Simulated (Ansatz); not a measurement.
# BGeHO (singlet): the correlation ladder, cc-pVTZ

An exercise on one series of results from a longer session: the logs are not shown, and one member is left open.

Computed with Ansatz 0.2.0, Gaussian basis. Level: cc-pVTZ, core rule «outside noble gas», up to 16 orbitals frozen.

To be run: UHF; CCSD(T) on RHF; CCSD(T) on UHF; BCCD(T) on RHF; CCSDT(Q) on RHF; CCSDT(Q) on UHF.

4 further runs of the same task are left out: 4 set aside as unsound or not needed. Runs told in other sessions of the task aren't counted.

**What is computed**

The geometry is a PBE0/def2-TZVP stationary point (not a proven minimum) of the parent state, kept for this charge and spin. No spin-orbit coupling is included. The filled d shell of Ge may be among the frozen orbitals whatever the setting's name suggests.

4 atoms, charge 0, spin multiplicity 1.

Atoms are counted from 1 here; the program's logs count them from 0.

Bond lengths: B1–Ge2 2.020 Å, Ge2–O3 1.643 Å, Ge2–H4 1.543 Å. Angles: B1–Ge2–O3 123.0°, B1–Ge2–H4 111.0°, O3–Ge2–H4 126.0°.

Geometry (Å):

```xyz
4

B     0.0000   -0.7741    1.8024
Ge    0.0000    0.2127    0.0397
O     0.0000   -0.5521   -1.4145
H     0.0000    1.7401    0.2613
```

Set-up of the first run:

in.yaml reads:

```yaml
crystal:
  periodic: [false, false, false]
  atoms:
    - {symbol: B, position_ang: [0.000000, -0.774100, 1.802429]}
    - {symbol: Ge, position_ang: [0.000000, 0.212658, 0.039677]}
    - {symbol: O, position_ang: [0.000000, -0.552059, -1.414527]}
    - {symbol: H, position_ang: [0.000000, 1.740121, 0.261323]}
basis:
  gaussian: {orbitals: cc-pVTZ}
magnetization: {spin_polarized: true, initial_magnetization: 0}
hamiltonian: {xc: hf}
output: {orbitals: {seedname: orbitals}}
```

The run is started by

```console
> ansatz run in.yaml --threads 1 --pin off --events-out ev --progress --plain --max-ram 4096MiB --backend cpu
```

Among the steps run: UHF; CCSD(T) on RHF; CCSD(T) on UHF; BCCD(T) on RHF; CCSDT(Q) on RHF; CCSDT(Q) on UHF.

One table of the session follows, with a row left open; its other results are not shown here.

| method | from RCCSDT(Q) (meV) |
| --- | --- |
| RHF | +12772.1 |
| UHF | +12166.5 |
| RMP2 | +1311.2 |
| UMP2 | +1293.7 |
| RCCSD | +722.4 |
| UCCSD | +720.6 |
| RCCSD(T) | +96.4 |
| UCCSD(T) | +109.4 |
| BCCD(T) | +92.9 |
| RCCSDT | +69.0 |
| UCCSDT | +75.6 |
| RCCSDT(Q) | 0 |
| UCCSDT(Q) | ? |

Q: Estimate the row for UCCSDT(Q) from the others.

As computed: from RCCSDT(Q) (meV): +0.3. In the column «from RCCSDT(Q) (meV)» it lies between RCCSDT(Q) (0) and RCCSDT (+69.0).

To keep in mind: The determinant of HF (⟨S²⟩ 1.09) is far from a pure spin state, so its energy mixes those of several spin states; that is harmless only where they are near-degenerate. The determinant of CCSD(T) (⟨S²⟩ 0.86) is far from a pure spin state, so its energy mixes those of several spin states; high orders of coupled cluster remove much of that, low ones don't. The determinant of CCSDT(Q) (⟨S²⟩ 0.86) is far from a pure spin state, so its energy mixes those of several spin states; high orders of coupled cluster remove much of that, low ones don't. Warnings: restricted reference is unstable; spin contamination; coupled cluster took another determinant than the lowest; large T1 diagnostic. Restricted and unrestricted rows rest on different reference determinants; a gap between their highest levels can come from leftover correlation error, from unlike frozen cores or from another state.
